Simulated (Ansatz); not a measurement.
**Alloy of AlP and GaP (4 of 32 Al sites exchanged), 64 atoms**

Aim: relax the alloy cell and compare the gap by PBEsol.

Program: Ansatz 0.2.0, PAW, plane waves. These are calculated values, not measurements.

### Step 1. The system as built

64 atoms (28 Al, 4 Ga, 32 P); a = 10.932 Å, b = 10.932 Å, c = 10.932 Å, α = 90.00°, β = 90.00°, γ = 90.00°. All atoms were shaken off their sites by about 0.02 Å along each axis.

Plan of the steps: (2) PBEsol cell relaxation at the single k point (¼, ¼, ¼), on 1 × NVIDIA GB300 Max-Q with 8 threads of Arm Neoverse-V2.

### Step 2. Relaxing cell and atoms with PBEsol

in.yaml reads:

```yaml
crystal:
  lattice:
    - [10.932437, 0.000000, 0.000000]
    - [0.000000, 10.932437, 0.000000]
    - [0.000000, 0.000000, 10.932437]
  atoms:
    - { symbol: Al, position: [0.997316, 0.996395, 0.998829] }
    - { symbol: Al, position: [0.002159, 0.001662, 0.501522] }
    - { symbol: Al, position: [0.997455, 0.499768, 0.004074] }
    - { symbol: Al, position: [0.000315, 0.499016, 0.500394] }
    - { symbol: Al, position: [0.500132, 0.002527, 0.499729] }
    - { symbol: Al, position: [0.499588, 0.496283, 0.998626] }
    - { symbol: Al, position: [0.498388, 0.501964, 0.496056] }
    - { symbol: Al, position: [0.249592, 0.249639, 0.999865] }
    - { symbol: Al, position: [0.253160, 0.749088, 0.497478] }
    - { symbol: Al, position: [0.748113, 0.249567, 0.002384] }
    - { symbol: Al, position: [0.745881, 0.249015, 0.502027] }
    - { symbol: Al, position: [0.749823, 0.748770, 0.997843] }
    - { symbol: Al, position: [0.752292, 0.747465, 0.499381] }
    - { symbol: Al, position: [0.252201, 0.999977, 0.250384] }
    - { symbol: Al, position: [0.249849, 0.000619, 0.750132] }
    - { symbol: Al, position: [0.248859, 0.500183, 0.750465] }
    - { symbol: Al, position: [0.749212, 0.997009, 0.250471] }
    - { symbol: Al, position: [0.749396, 0.999978, 0.750961] }
    - { symbol: Al, position: [0.747748, 0.500796, 0.248994] }
    - { symbol: Al, position: [0.749091, 0.499535, 0.750924] }
    - { symbol: Al, position: [0.997507, 0.245843, 0.250605] }
    - { symbol: Al, position: [0.000061, 0.247413, 0.746391] }
    - { symbol: Al, position: [0.002358, 0.752070, 0.249990] }
    - { symbol: Al, position: [0.997716, 0.750632, 0.751817] }
    - { symbol: Al, position: [0.498430, 0.252232, 0.247427] }
    - { symbol: Al, position: [0.500461, 0.251377, 0.750360] }
    - { symbol: Al, position: [0.495434, 0.751315, 0.246851] }
    - { symbol: Al, position: [0.500290, 0.748633, 0.745671] }
    - { symbol: Ga, position: [0.499376, 0.002138, 0.999296] }
    - { symbol: Ga, position: [0.251161, 0.246385, 0.499237] }
    - { symbol: Ga, position: [0.251846, 0.751686, 0.002815] }
    - { symbol: Ga, position: [0.249123, 0.498510, 0.251784] }
    - { symbol: P, position: [0.125636, 0.124371, 0.128609] }
    - { symbol: P, position: [0.128811, 0.125759, 0.624052] }
    - { symbol: P, position: [0.122839, 0.624391, 0.126155] }
    - { symbol: P, position: [0.127778, 0.624947, 0.622678] }
    - { symbol: P, position: [0.626465, 0.122379, 0.124347] }
    - { symbol: P, position: [0.625645, 0.125008, 0.624655] }
    - { symbol: P, position: [0.626037, 0.622565, 0.124578] }
    - { symbol: P, position: [0.621674, 0.622976, 0.620932] }
    - { symbol: P, position: [0.373507, 0.373102, 0.122779] }
    - { symbol: P, position: [0.370402, 0.375633, 0.626912] }
    - { symbol: P, position: [0.373303, 0.876834, 0.124992] }
    - { symbol: P, position: [0.370902, 0.874679, 0.627130] }
    - { symbol: P, position: [0.873516, 0.374905, 0.123643] }
    - { symbol: P, position: [0.872757, 0.374750, 0.623949] }
    - { symbol: P, position: [0.875400, 0.876882, 0.124796] }
    - { symbol: P, position: [0.874523, 0.874174, 0.623487] }
    - { symbol: P, position: [0.373970, 0.125526, 0.374672] }
    - { symbol: P, position: [0.375852, 0.125251, 0.876186] }
    - { symbol: P, position: [0.374633, 0.622054, 0.373868] }
    - { symbol: P, position: [0.379194, 0.624682, 0.877229] }
    - { symbol: P, position: [0.872784, 0.122931, 0.375910] }
    - { symbol: P, position: [0.878357, 0.126747, 0.876840] }
    - { symbol: P, position: [0.875981, 0.629462, 0.378504] }
    - { symbol: P, position: [0.873575, 0.627049, 0.877041] }
    - { symbol: P, position: [0.125867, 0.378820, 0.373106] }
    - { symbol: P, position: [0.125153, 0.378744, 0.876586] }
    - { symbol: P, position: [0.126586, 0.874441, 0.376982] }
    - { symbol: P, position: [0.123034, 0.872320, 0.875528] }
    - { symbol: P, position: [0.622400, 0.375523, 0.375641] }
    - { symbol: P, position: [0.627168, 0.374220, 0.873705] }
    - { symbol: P, position: [0.625110, 0.875148, 0.374259] }
    - { symbol: P, position: [0.623915, 0.872372, 0.878465] }
  symmetry: { detect: false }
kpoints:
  mp_grid: { grid: [1, 1, 1], shift: [0.25, 0.25, 0.25] }
hamiltonian:
  xc: pbesol
scf:
  occupations: { method: fermi_dirac, width: 0.01 }
relax:
  f_tol: 0.03
  max_steps: 80
  escape_saddle: false
  adjacent_minimum: "off"
  cell: { fix: [shape] }
output:
  forces: true
  eigenvalues: true
  populations: true
```

The run is started by

```console
$ ansatz run in.yaml --threads 8 --pin off --max-ram 118750MiB --runs-dir r --events-out ev --progress --plain --backend cuda --devices 0,
```

Q: Predict the outcome of this session. Wanted: for each run, top filled to lowest empty.

The runs gave:

```
             level        time  top filled to lowest empty (eV)
PBEsol, relaxation  10 s (GPU)                             2.04
```

| quantity | value |
| --- | --- |
| relaxation | 4 recorded steps, 0.48 eV gained |
| largest shift | 0.06 Å (P55 and others alike) |
| relaxed cell | a = 10.934 Å, b = 10.934 Å, c = 10.934 Å, α = 90.00°, β = 90.00°, γ = 90.00° |
| mean bonds | Al–P 2.368, Ga–P 2.364 Å |

**What this shows.** The relaxation lowers the energy by 0.48 eV; the largest shift is 0.06 Å (P55 and others alike), while the volume changes by +0.0 %. The mean lengths differ by only 0.00 Å, over all coordinations together. With one k point the spacing samples only the states that fold onto it, so it can exceed the gap over the zone.
